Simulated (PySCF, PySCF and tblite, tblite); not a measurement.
# C₇H₁₂O: conformers and averaged spectra, part 2 of 2

PySCF and tblite. Atoms count from 0.

## Step 5: The ensemble: properties at PBE0/pcSseg-1 in chloroform

Job settings and geometry (Å):

```
{"job": {"study": "conf", "smiles": "C=CC(=O)C(C)(C)C", "search": {"seed": 7570, "n_embed": 90, "ff_keep": 18, "window": 1.0, "nmax": 7, "temps": [180, 273.15, 298.15, 320, 600], "t_ref": 298.15, "order": 0.002, "w0": 0}, "level": {"nmr": {"xc": "PBE0", "basis": "pcSseg-1", "solvent": "chloroform"}, "j": {"xc": "B3LYP", "basis": {"default": "6-31G*", "H": "pcJ-1"}, "nuclei": ["H", "F", "P", "Si", "B"]}}, "kind": "conf"}, "charge": 0, "multiplicity": 1}
C      3.041166    -0.455361     0.425628
C      1.786831    -0.570106     0.007538
C      0.756677     0.412567     0.419394
O      1.025022     1.343785     1.144435
C     -0.657677     0.185437    -0.119672
C     -1.169511    -1.177063     0.362989
C     -1.576053     1.288819     0.408598
C     -0.628866     0.237564    -1.651937
H      3.321089     0.360346     1.073164
H      3.813410    -1.151736     0.145450
H      1.487814    -1.379214    -0.640364
H     -0.580607    -1.996694    -0.040230
H     -1.134830    -1.230751     1.449186
H     -2.201391    -1.312513     0.045662
H     -2.588798     1.149041     0.038084
H     -1.593980     1.276925     1.495454
H     -1.216014     2.263883     0.090328
H     -0.211097     1.183722    -1.989913
H     -0.036085    -0.570132    -2.073261
H     -1.642247     0.152157    -2.038720
```

The log of the run:

```text
conformer  sym    E(xTB)   E(DFT)   G(298.15 K)  weight  dipole/D
    1     Cs      0.000    0.000    0.000   1.0000    3.348

mean shielding (ppm) by class
class atoms           180 K   273.15 K   298.15 K      320 K      600 K
  0 C  0             46.358     46.358     46.358     46.358     46.358
  1 C  1              50.06      50.06      50.06      50.06      50.06
  2 C  2            -24.708    -24.708    -24.708    -24.708    -24.708
  3 O  3           -240.646   -240.646   -240.646   -240.646   -240.646
  4 C  4              140.7      140.7      140.7      140.7      140.7
  5 C  5,6,7        160.061    160.061    160.061    160.061    160.061
  6 H  8             24.577     24.577     24.577     24.577     24.577
  7 H  9             25.317     25.317     25.317     25.317     25.317
  8 H  10            24.439     24.439     24.439     24.439     24.439
  9 H  11,12,13      30.525     30.525     30.525     30.525     30.525
```

Wall time 93 s (1 thread of Arm Neoverse V1, shared host). This counts the runs that the step sums up.

The search (ETKDG and KDG, MMFF94s, GFN2-xTB) embedded 90 structures, kept 2 distinct ones after the force field and 1 after xTB; 1 was carried on (window 1.0 kcal/mol at the search's own energies). Energies: PBE0/pcSseg-1 in chloroform with D3(BJ).

The conformers at 298 K:

```
no.  group  mirror pair  ΔE xTB  ΔE DFT    ΔG  weight (%)  μ (D)  C0–C1–C2–O3 (°)  O3–C2–C4–C5 (°)     A, B, C (GHz)
  1     Cs           no    0.00    0.00  0.00       100.0   3.35                0             -120  3.15, 1.51, 1.32
```

Energies in kcal/mol. ΔG holds xTB vibrations and rotation, symmetry numbers and mirror pairs.

Shifts against references run at the same level ($^{1}$H TMS 31.70, $^{13}$C TMS 187.6, $^{17}$O H2O 342.2 ppm of shielding), by class of atoms, at 298 K:

```
                   atoms                                environment  average
                      C2                     ketone carbonyl carbon    212.3
                      C0                 β carbon of a C=C–C=O unit    141.2
                      C1                 α carbon of a C=C–C=O unit    137.5
                      C4      quaternary sp3 carbon α to a carbonyl     46.9
              C5, C6, C7                              methyl carbon     27.5
                     H10  hydrogen on an α carbon of a C=C–C=O unit     7.26
                      H8   hydrogen on a β carbon of a C=C–C=O unit     7.12
                      H9   hydrogen on a β carbon of a C=C–C=O unit     6.38
H11, H12, H13 and 6 more                hydrogen on a methyl carbon     1.17
                      O3                              ketone oxygen    582.9
```

Couplings (Hz, B3LYP/6-31G*+pcJ-1; one pair named for each class), from conformers that hold 100 % of the weight:

```
   pair  bonds  average
H11–H12      2    -13.8
  H8–H9      2      0.7
 H8–H10      3     16.6
 H9–H10      3     11.2
```

Effective distances for nuclear Overhauser effects, ⟨r⁻⁶⟩^(−1/6) over all pairs of two classes (Å): H8···H9 1.84; H9···H10 2.47; H10···H11 2.81; H8···H10 3.05.

## Step 6: Shieldings, conformer 1: OPBE/pcSseg-1 in benzene

Job settings and geometry (Å):

```
{"job": {"xc": "OPBE", "basis": "pcSseg-1", "solvent": "benzene", "scf": {"aux": "def2-universal-jkfit"}, "kind": "nmr", "pop": false}, "charge": 0, "multiplicity": 1}
C      3.041166    -0.455361     0.425628
C      1.786831    -0.570106     0.007538
C      0.756677     0.412567     0.419394
O      1.025022     1.343785     1.144435
C     -0.657677     0.185437    -0.119672
C     -1.169511    -1.177063     0.362989
C     -1.576053     1.288819     0.408598
C     -0.628866     0.237564    -1.651937
H      3.321089     0.360346     1.073164
H      3.813410    -1.151736     0.145450
H      1.487814    -1.379214    -0.640364
H     -0.580607    -1.996694    -0.040230
H     -1.134830    -1.230751     1.449186
H     -2.201391    -1.312513     0.045662
H     -2.588798     1.149041     0.038084
H     -1.593980     1.276925     1.495454
H     -1.216014     2.263883     0.090328
H     -0.211097     1.183722    -1.989913
H     -0.036085    -0.570132    -2.073261
H     -1.642247     0.152157    -2.038720
```

The log of the run:

```text
final grid: 154128 points
cycle   1  E = -348.7888085547  dE =  6.901e-01  |g| = 9.134e-01  |ddm| = 3.932e+00
cycle   2  E = -348.0724581158  dE =  7.164e-01  |g| = 2.008e+00  |ddm| = 3.466e+00
cycle   3  E = -348.9271638882  dE = -8.547e-01  |g| = 4.360e-01  |ddm| = 2.987e+00
cycle   4  E = -348.9723612569  dE = -4.520e-02  |g| = 7.328e-02  |ddm| = 4.675e-01
cycle   5  E = -348.9733616510  dE = -1.000e-03  |g| = 3.331e-02  |ddm| = 9.469e-02
cycle   6  E = -348.9736254176  dE = -2.638e-04  |g| = 8.629e-03  |ddm| = 4.560e-02
cycle   7  E = -348.9736424479  dE = -1.703e-05  |g| = 2.335e-03  |ddm| = 9.785e-03
cycle   8  E = -348.9736435231  dE = -1.075e-06  |g| = 9.308e-04  |ddm| = 2.623e-03
cycle   9  E = -348.9736436897  dE = -1.666e-07  |g| = 4.993e-04  |ddm| = 1.150e-03
cycle  10  E = -348.9736437592  dE = -6.951e-08  |g| = 6.897e-05  |ddm| = 5.846e-04
cycle  11  E = -348.9736437603  dE = -1.057e-09  |g| = 2.402e-05  |ddm| = 1.110e-04
cycle  12  E = -348.9736437604  dE = -1.399e-10  |g| = 5.550e-06  |ddm| = 3.419e-05
converged SCF energy = -348.9736437604

GIAO shielding tensors (ppm)
atom      isotropic    diamagn.    paramagn.     s11        s22        s33       span
  0 C       56.473     251.486    -195.013    -52.122     43.084    178.457    230.579
  1 C       57.368     258.755    -201.387    -51.888     63.667    160.324    212.212
  2 C      -11.279     250.951    -262.230    -95.359    -34.933     96.455    191.814
  3 O     -233.001     400.764    -633.765   -767.658   -321.011    389.666   1157.324
  4 C      142.091     251.034    -108.943    126.652    138.664    160.956     34.303
  5 C      161.213     248.823     -87.610    144.365    152.578    186.695     42.330
  6 C      161.455     247.428     -85.973    150.752    150.923    182.690     31.938
  7 C      161.200     248.644     -87.444    144.360    152.558    186.684     42.324
  8 H       24.678      31.055      -6.377     21.846     23.633     28.556      6.710
  9 H       25.522      28.135      -2.613     22.919     25.262     28.385      5.466
 10 H       24.411      33.915      -9.504     19.426     22.982     30.825     11.399
 11 H       30.193      31.885      -1.692     25.946     28.861     35.772      9.826
 12 H       30.668      31.571      -0.903     26.864     28.226     36.915     10.051
 13 H       30.507      31.476      -0.969     26.869     28.658     35.993      9.124
 14 H       31.062      31.217      -0.155     27.440     29.457     36.290      8.851
 15 H       30.304      31.505      -1.201     27.044     27.435     36.433      9.389
 16 H       30.301      31.498      -1.197     27.039     27.436     36.428      9.389
 17 H       30.667      31.421      -0.754     26.863     28.226     36.912     10.049
 18 H       30.193      31.743      -1.550     25.948     28.860     35.771      9.823
 19 H       30.505      31.336      -0.831     26.866     28.660     35.990      9.124
```

Wall time 26 s (1 thread of Arm Neoverse V1, shared host); peak memory 1 GiB.

In short: HOMO -5.55 eV, LUMO -2.48 eV; dipole 2.91 D.

## Step 7: Boltzmann average: properties at OPBE/pcSseg-1 in benzene

The job, as its differences from that of step 5:

```diff
@@ -1,2 +1,2 @@
-{"job": {"study": "conf", "smiles": "C=CC(=O)C(C)(C)C", "search": {"seed": 7570, "n_embed": 90, "ff_keep": 18, "window": 1.0, "nmax": 7, "temps": [180, 273.15, 298.15, 320, 600], "t_ref": 298.15, "order": 0.002, "w0": 0}, "level": {"nmr": {"xc": "PBE0", "basis": "pcSseg-1", "solvent": "chloroform"}, "j": {"xc": "B3LYP", "basis": {"default": "6-31G*", "H": "pcJ-1"}, "nuclei": ["H", "F", "P", "Si", "B"]}}, "kind": "conf"}, "charge": 0, "multiplicity": 1}
+{"job": {"study": "conf", "smiles": "C=CC(=O)C(C)(C)C", "search": {"seed": 7570, "n_embed": 90, "ff_keep": 18, "window": 1.0, "nmax": 7, "temps": [180, 273.15, 298.15, 320, 600], "t_ref": 298.15, "order": 0.002, "w0": 0}, "level": {"nmr": {"xc": "OPBE", "basis": "pcSseg-1", "solvent": "benzene", "scf": {"aux": "def2-universal-jkfit"}}, "change": "OPBE/pcSseg-1; solvent benzene; aux def2-universal-jkfit", "top": 4}, "kind": "conf"}, "charge": 0, "multiplicity": 1}
 C      3.041166    -0.455361     0.425628
```

The log of the run:

```text
conformer  sym    E(xTB)   E(DFT)   G(298.15 K)  weight  dipole/D
    1     Cs      0.000    0.000    0.000   1.0000    2.908

mean shielding (ppm) by class
class atoms           180 K   273.15 K   298.15 K      320 K      600 K
  0 C  0             56.473     56.473     56.473     56.473     56.473
  1 C  1             57.368     57.368     57.368     57.368     57.368
  2 C  2            -11.279    -11.279    -11.279    -11.279    -11.279
  3 O  3           -233.001   -233.001   -233.001   -233.001   -233.001
  4 C  4            142.091    142.091    142.091    142.091    142.091
  5 C  5,6,7         161.29     161.29     161.29     161.29     161.29
  6 H  8             24.678     24.678     24.678     24.678     24.678
  7 H  9             25.522     25.522     25.522     25.522     25.522
  8 H  10            24.411     24.411     24.411     24.411     24.411
  9 H  11,12,13      30.489     30.489     30.489     30.489     30.489
```

It took 26 s on 1 thread of Arm Neoverse V1, shared host. This counts the runs that the step sums up.

Against the first level, at 298 K (shieldings, ppm; largest changes first):

```
                   atoms  PBE0/pcSseg-1 in chloroform  OPBE/pcSseg-1 in benzene  change
                      C2                        -24.7                     -11.3   +13.4
                      C0                         46.4                      56.5   +10.1
                      O3                       -240.6                    -233.0    +7.6
                      C1                         50.1                      57.4    +7.3
                      C4                        140.7                     142.1    +1.4
              C5, C6, C7                        160.1                     161.3    +1.2
                      H9                        25.32                     25.52   +0.20
                      H8                        24.58                     24.68   +0.10
H11, H12, H13 and 6 more                        30.52                     30.49   -0.04
                     H10                        24.44                     24.41   -0.03
```

Weights: from PBE0/pcSseg-1 in chloroform energies 1: 100 %; from OPBE/pcSseg-1 in benzene energies 1: 100 % (with a dispersion term where the level has one and the same thermal terms, so they don't follow from the SCF energies alone). Times: 93 s and 26 s.

## Step 8: Summary of results

The summary covers parts 1 to 2.

| quantity | value |
| --- | --- |
| conformers | 1; the first in weight is no. 1 (Cs), 100 % at 298 K |
| root-mean-square dipole | 3.35 D |
| averaged $^{13}$C shifts (PBE0/pcSseg-1 in chloroform) | 212.3, 141.2, 137.5, 46.9, 27.5 ppm |
| averaged $^{1}$H shifts (PBE0/pcSseg-1 in chloroform) | 7.26, 7.12, 6.38, 1.17 ppm |

In words: The search found one conformer in the window, so the averages are its own values. Between PBE0/pcSseg-1 in chloroform and OPBE/pcSseg-1 in benzene, C2 changes most, by 13.4 ppm of raw shielding.
